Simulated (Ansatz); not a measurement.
# AsNH4: functionals against CCSD(T) at one geometry

A test off equilibrium: a structure displaced at random from a GFN2-xTB minimum is computed at several levels, and each is set against CCSD(T).

The runs use Ansatz 0.2.0, Gaussian basis; single points in def2-TZVPP.

Correlated methods freeze the cores. Filled d shells of the heavier atoms are correlated. B3LYP uses VWN-RPA correlation.

### 1 The system as given

6 atoms, charge 0, spin multiplicity 1.

Atoms are counted from 1 here; the program's logs count them from 0.

Bond lengths: N1–As2 1.794 Å, N1–H3 1.046 Å, N1–H4 0.989 Å, As2–H5 1.548 Å, As2–H6 1.543 Å. Angles: As2–N1–H3 118.8°, As2–N1–H4 113.2°, H3–N1–H4 106.5°, N1–As2–H5 96.1°, N1–As2–H6 98.5°, H5–As2–H6 87.3°.

Coordinates:

```xyz
6
AsH4N
N    -0.2545   -0.8713   -0.0362
As   -0.5641    0.8960   -0.0574
H     0.7321   -1.2090    0.0446
H    -0.7737   -1.3503    0.6565
H     0.2386    1.1889   -1.3488
H     0.6799    1.3550    0.7314
```

### 2 CCSD(T)/def2-TZVPP

run/in.yaml reads:

```yaml
crystal:
  periodic: [false, false, false]
  atoms:
    - {symbol: N, position_ang: [-0.254500, -0.871300, -0.036200]}
    - {symbol: As, position_ang: [-0.564100, 0.896000, -0.057400]}
    - {symbol: H, position_ang: [0.732100, -1.209000, 0.044600]}
    - {symbol: H, position_ang: [-0.773700, -1.350300, 0.656500]}
    - {symbol: H, position_ang: [0.238600, 1.188900, -1.348800]}
    - {symbol: H, position_ang: [0.679900, 1.355000, 0.731400]}
basis:
  gaussian: {orbitals: def2-TZVPP}
correlation: {method: ccsd_t}
output: {forces: true}
```

The command line of these runs was not kept.

### 3 PBE0-D4/def2-TZVPP

run/in.yaml, as its differences from that of step 2:

```diff
@@ -11,3 +11,3 @@
   gaussian: {orbitals: def2-TZVPP}
-correlation: {method: ccsd_t}
-output: {forces: true}
+hamiltonian: {xc: pbe0, dispersion: d4}
+output: {forces: true, orbitals: {seedname: orbitals}}
```

### 4 wB97M-V/def2-TZVPP

run/in.yaml, as its differences from that of step 3:

```diff
@@ -11,3 +11,3 @@
   gaussian: {orbitals: def2-TZVPP}
-hamiltonian: {xc: pbe0, dispersion: d4}
-output: {forces: true, orbitals: {seedname: orbitals}}
+hamiltonian: {xc: {name: wB97M-V}}
+output: {forces: true}
```

### 5 r2SCAN-D4/def2-TZVPP

run/in.yaml, as its differences from that of step 4:

```diff
@@ -11,3 +11,3 @@
   gaussian: {orbitals: def2-TZVPP}
-hamiltonian: {xc: {name: wB97M-V}}
+hamiltonian: {xc: r2scan, dispersion: d4}
 output: {forces: true}
```

### 6 PBE-D4/def2-TZVPP

run/in.yaml, as its differences from that of step 5:

```diff
@@ -11,3 +11,3 @@
   gaussian: {orbitals: def2-TZVPP}
-hamiltonian: {xc: r2scan, dispersion: d4}
+hamiltonian: {xc: pbe, dispersion: d4}
 output: {forces: true}
```

### 7 CAM-B3LYP-D4/def2-TZVPP

run/in.yaml, as its differences from that of step 6:

```diff
@@ -11,3 +11,3 @@
   gaussian: {orbitals: def2-TZVPP}
-hamiltonian: {xc: pbe, dispersion: d4}
+hamiltonian: {xc: {name: CAM-B3LYP}, dispersion: d4}
 output: {forces: true}
```

### 8 B3LYP-D4/def2-TZVPP

run/in.yaml, as its differences from that of step 7:

```diff
@@ -11,3 +11,3 @@
   gaussian: {orbitals: def2-TZVPP}
-hamiltonian: {xc: {name: CAM-B3LYP}, dispersion: d4}
+hamiltonian: {xc: {name: B3LYP}, dispersion: d4}
 output: {forces: true}
```

(Steps that only read results are left out.)

Before running it: what results should come out? Wanted: energy less free atoms, CCSD(T)/def2-TZVPP; RMS force component; RMS force error; HOMO and LUMO, PBE0-D4; T1 diagnostic.

The runs gave:

| quantity | value |
| --- | --- |
| energy less free atoms, CCSD(T)/def2-TZVPP | -1583.7 kJ/mol |
| RMS force component | 0.828 to 0.872 eV/Å over the methods |
| RMS force error | PBE0-D4 0.086, wB97M-V 0.051, r2SCAN-D4 0.078, PBE-D4 0.246, CAM-B3LYP-D4 0.075, B3LYP-D4 0.111 eV/Å |
| HOMO and LUMO, PBE0-D4 | -7.36 and 0.04 eV |
| T1 diagnostic | 0.011 |

In words: Against CCSD(T) the functionals' energies less atoms differ by -83.2 to -39.4 kJ/mol, PBE-D4 by -83.2 kJ/mol. The reference is not at the basis limit: in triple zeta CCSD(T) underbinds, which counts against methods that bind more; the gaps are no ranking. For forces wB97M-V does best and PBE-D4 worst. Frozen-core CCSD(T) forces in triple zeta carry basis errors of their own, and this is one geometry, so small gaps rank nothing.
